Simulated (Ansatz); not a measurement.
# ZrHCl4: the cost of one run

Program: Ansatz 0.2.0. Level of theory: DFT PBE, scalar-relativistic, plane waves, PAW. These are calculated values, not measurements.

### Step 1. The structure to begin with

It takes space group F-43m (No. 216, cubic). Conventional cell: a = 8.159 Å, b = 8.159 Å, c = 8.159 Å, α = 90.00°, β = 90.00°, γ = 90.00°. Zr (site symmetry -43m) is surrounded by 12 Cl at 3.39 Å and 4 H at 3.53 Å. Around H (site symmetry -43m) lie 12 Cl at 3.38 Å and 4 Zr at 3.53 Å. Around Cl (site symmetry 3m) lie 6 Cl at 2.85 to 2.92 Å and 3 H at 3.38 Å and 3 Zr at 3.39 Å.

As a file:

```
CELL_PARAMETERS angstrom
0.00000 4.07964 4.07964
4.07964 0.00000 4.07964
4.07964 4.07964 0.00000
ATOMIC_POSITIONS crystal
Zr 0.50000 0.50000 0.50000
H 0.75000 0.75000 0.75000
Cl 0.63016 0.12328 0.12328
Cl 0.12328 0.12328 0.12328
Cl 0.12328 0.63016 0.12328
Cl 0.12328 0.12328 0.63016
```

The cell is invented: species swapped into a database cell of MnBe4Al (F-43m, No. 216), with Cl on the Be sites, H on the Mn sites and Zr on the Al sites. Lengths come from tabulated atomic sizes and are only a guess.

### Step 2. A first look at the guess

input.yaml

```yaml
crystal:
  lattice:
    - [0.0, 4.07963827, 4.07963827]
    - [4.07963827, 0.0, 4.07963827]
    - [4.07963827, 4.07963827, 0.0]
  atoms:
    - { symbol: Zr, position: [0.5, 0.5, 0.5] }
    - { symbol: H, position: [0.75, 0.75, 0.75] }
    - { symbol: Cl, position: [0.63015576, 0.12328141, 0.12328141] }
    - { symbol: Cl, position: [0.12328141, 0.12328141, 0.12328141] }
    - { symbol: Cl, position: [0.12328141, 0.63015576, 0.12328141] }
    - { symbol: Cl, position: [0.12328141, 0.12328141, 0.63015576] }
basis:
  ecutwfc: 420
kpoints:
  mp_grid: { grid: [4, 4, 4] }
hamiltonian:
  xc: pbe
scf:
  occupations: { method: gaussian, width: 0.1 }
  lower_state_search: "off"
output:
  forces: true
  stress: true
  eigenvalues: true
```

Started as:

```sh
$ ansatz run input.yaml --threads 1 --pin off --max-ram 2560MiB --backend cpu --events-out ev --progress --plain --runs-dir out
```

Q: Estimate wall time and peak memory on 1 thread of Arm Neoverse V2, shared host.

About 2.1 s, with a peak of 0.32 GiB.
